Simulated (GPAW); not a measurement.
A run of GPAW 26.7.0:

The input run.py:

```python
import numpy as np
from ase.dft.bandgap import bandgap
from ase.io import read, write
from gpaw import GPAW, PW
from gpaw.response import ResponseContext, ResponseGroundStateAdapter
from gpaw.response.chiks import ChiKSCalculator
from gpaw.response.heisenberg import calculate_fm_magnon_energies
from gpaw.response.localft import LocalFTCalculator
from gpaw.response.mft import IsotropicExchangeCalculator
from gpaw.response.site_kernels import SphericalSiteKernels

atoms = read('MnSb.xyz')
atoms.set_initial_magnetic_moments([0.0, 0.0, 5.0, 5.0])

calc = GPAW(mode=PW(500),
            xc='LDA',
            kpts={'size': (6, 6, 4), 'gamma': True},
            occupations={'name': 'fermi-dirac', 'width': 0.05},
            nbands=49,
            convergence={'density': 0.0001},
            maxiter=150,
            txt='gpaw.txt')
atoms.calc = calc
energy = atoms.get_potential_energy()
calc.write('gs.gpw')
write('result.traj', atoms)
print(f'Energy: {energy:.6f} eV')
print('Moments:', calc.get_magnetic_moments().round(3))
print('Fermi level:', round(calc.get_fermi_level(), 4), 'eV')
print(f'Gap: {bandgap(calc)[0]:.4f} eV, direct: {bandgap(calc, direct=True)[0]:.4f} eV')

dense = calc.fixed_density(kpts={'size': (4, 4, 4), 'gamma': True},
                           nbands=68, convergence={'bands': 62, 'eigenstates': 1e-12},
                           update_fermi_level=True, maxiter=300, txt='dense.txt')
dense.write('dense.gpw', mode='all')

sites = [2, 3]
moments = calc.get_magnetic_moments()[sites]
q_qc = np.array([[0.0, 0.0, 0.0], [0.25, 0.0, 0.0], [0.5, 0.0, 0.0], [0.25, 0.25, 0.0], [0.5, 0.5, 0.0]])
gs = ResponseGroundStateAdapter.from_gpw_file('dense.gpw')
context = ResponseContext(txt='mft.txt')
chiks = ChiKSCalculator(gs, context, ecut=150, nbands=62, gammacentered=True)
exchange = IsotropicExchangeCalculator(chiks, LocalFTCalculator.from_rshe_parameters(gs, context))
kernels = SphericalSiteKernels(atoms.positions[sites], [[1.32] * len(sites)])
J_qab = np.array([exchange(q_c, kernels)[..., 0] for q_c in q_qc])
E_qn = calculate_fm_magnon_energies(J_qab, q_qc, moments)
np.savetxt('exchange.dat', np.c_[q_qc, 1000 * J_qab.real.reshape((len(q_qc), -1))], fmt='%.4f')
np.savetxt('magnons.dat', np.c_[q_qc, 1000 * E_qn.real], fmt='%.4f')
for q_c, E_n in zip(q_qc, E_qn):
    print(q_c.round(4), 'magnon energies (meV):', (1000 * E_n.real).round(2))
```

The input MnSb.xyz:

```xyz
4
Lattice="4.1221468118 0.0000000000 0.0000000000 -2.0610734059 3.5698838571 0.0000000000 0.0000000000 0.0000000000 5.7412068848" Properties=species:S:1:pos:R:3 pbc="T T T"
Sb     2.0610734061      1.1899612856      4.3059051636
Sb    -0.0000000002      2.3799225715      1.4353017212
Mn     0.0000000000      0.0000000000      2.8706034424
Mn     0.0000000000      0.0000000000      0.0000000000
```

Potentials or basis: the program's PAW data sets (release 1.2.1) made for this functional, pw.

Command:

```sh
$ OMP_NUM_THREADS=1 python run.py
```

Hardware: 1 thread of Arm Neoverse V1 (shared host).

Task: Estimate the wall time of this run.

Result: It took 14 min on 1 thread of Arm Neoverse V1 (shared host), peak memory 3.1 GiB. Counts: scf iterations 40, plane waves 2170, bands 49, k points 24.
